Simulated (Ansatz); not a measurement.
# LuBi2ClO4: the cost of one run

Method: reference: DFT r2SCAN, plane waves, PAW, scalar-relativistic, no spin polarisation, in Ansatz 0.2.0.

## 1. The system as given

It takes space group P4/mmm (No. 123, tetragonal). Conventional cell: a = 3.846 Å, b = 3.846 Å, c = 9.131 Å, α = 90.00°, β = 90.00°, γ = 90.00°. Lu (site symmetry 4/mmm) has 8 O at 2.34 Å as nearest neighbours. Bi (site symmetry 4mm) is surrounded by 4 O at 2.23 Å. O (site symmetry 2mm) is surrounded by 2 Bi at 2.23 Å and 2 Lu at 2.34 Å. Cl (site symmetry 4/mmm) has 8 Bi at 3.43 Å as nearest neighbours.

As a file:

```
CELL_PARAMETERS angstrom
3.84558 0.00000 0.00000
0.00000 3.84558 0.00000
0.00000 0.00000 9.13135
ATOMIC_POSITIONS crystal
Lu 0.00000 0.00000 0.00000
Bi 0.50000 0.50000 0.72930
Bi 0.50000 0.50000 0.27070
O 0.50000 0.00000 0.85400
O 0.00000 0.50000 0.85400
O 0.50000 0.00000 0.14600
O 0.00000 0.50000 0.14600
Cl 0.00000 0.00000 0.50000
```

## 2. Reference

input.yaml reads:

```yaml
crystal:
  lattice:
    - [3.845579, 0.0, 0.0]
    - [0.0, 3.845579, 0.0]
    - [0.0, 0.0, 9.131347]
  atoms:
    - { symbol: Lu, position: [0.0, 0.0, 0.0] }
    - { symbol: Bi, position: [0.5, 0.5, 0.7293] }
    - { symbol: Bi, position: [0.5, 0.5, 0.2707] }
    - { symbol: O, position: [0.5, 0.0, 0.854] }
    - { symbol: O, position: [0.0, 0.5, 0.854] }
    - { symbol: O, position: [0.5, 0.0, 0.146] }
    - { symbol: O, position: [0.0, 0.5, 0.146] }
    - { symbol: Cl, position: [0.0, 0.0, 0.5] }
  symmetry: { tolerance: 0.0003 }
kpoints:
  mp_grid: { grid: [5, 5, 2], shift: [0, 0, 0] }
magnetization:
  spin_polarized: false
scf:
  occupations: { method: fermi_dirac }
hamiltonian:
  pseudopotentials: { kind: paw }
  xc: r2scan
basis:
  ecutwfc: 500
output:
  forces: true
  stress: true
  eigenvalues: true
```

On the command line:

```sh
> ansatz run input.yaml --threads 1 --pin off --max-ram 2560MiB --backend cpu --events-out ev --progress --plain --runs-dir out
```

Q: Estimate wall time and peak memory on 1 thread of Arm Neoverse V1, shared host.

About 18 s, with a peak of 0.71 GiB.
